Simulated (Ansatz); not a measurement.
A run of Ansatz 0.2.0:

The input input.yaml:

```yaml
crystal:
  lattice:
    - [3.06611, 0.0, 0.0]
    - [-1.53306, 2.65533, 0.0]
    - [0.0, 0.0, 3.85502]
  atoms:
    - { symbol: Ta, position: [0.0, 0.0, 0.5] }
    - { symbol: O, position: [0.0, 0.0, 0.0] }
hamiltonian:
  xc: { exchange: pbe, correlation: pbe, exx: { coeff: 0.15 } }
  pseudopotentials: { kind: paw }
kpoints:
  mp_grid: { grid: [6, 6, 4] }
scf:
  occupations: { method: fermi_dirac, width: 0.05 }
output:
  forces: true
  stress: true
  eigenvalues: true
```

Potentials or basis: Ansatz PAW.

Run with:

```console
$ ansatz run input.yaml --threads 2 --pin off --max-ram 5632MiB --backend cpu --events-out ev --progress --plain --runs-dir out
```

Hardware: 2 threads of Arm Neoverse V1, on a shared host.

Q: Estimate the wall time of this run.

A: Wall time 13 s on 2 threads of Arm Neoverse V1, with other jobs on the host, peak memory 0.8 GiB. Counts: scf iterations 20, plane waves 613, k points 21, bands 14.
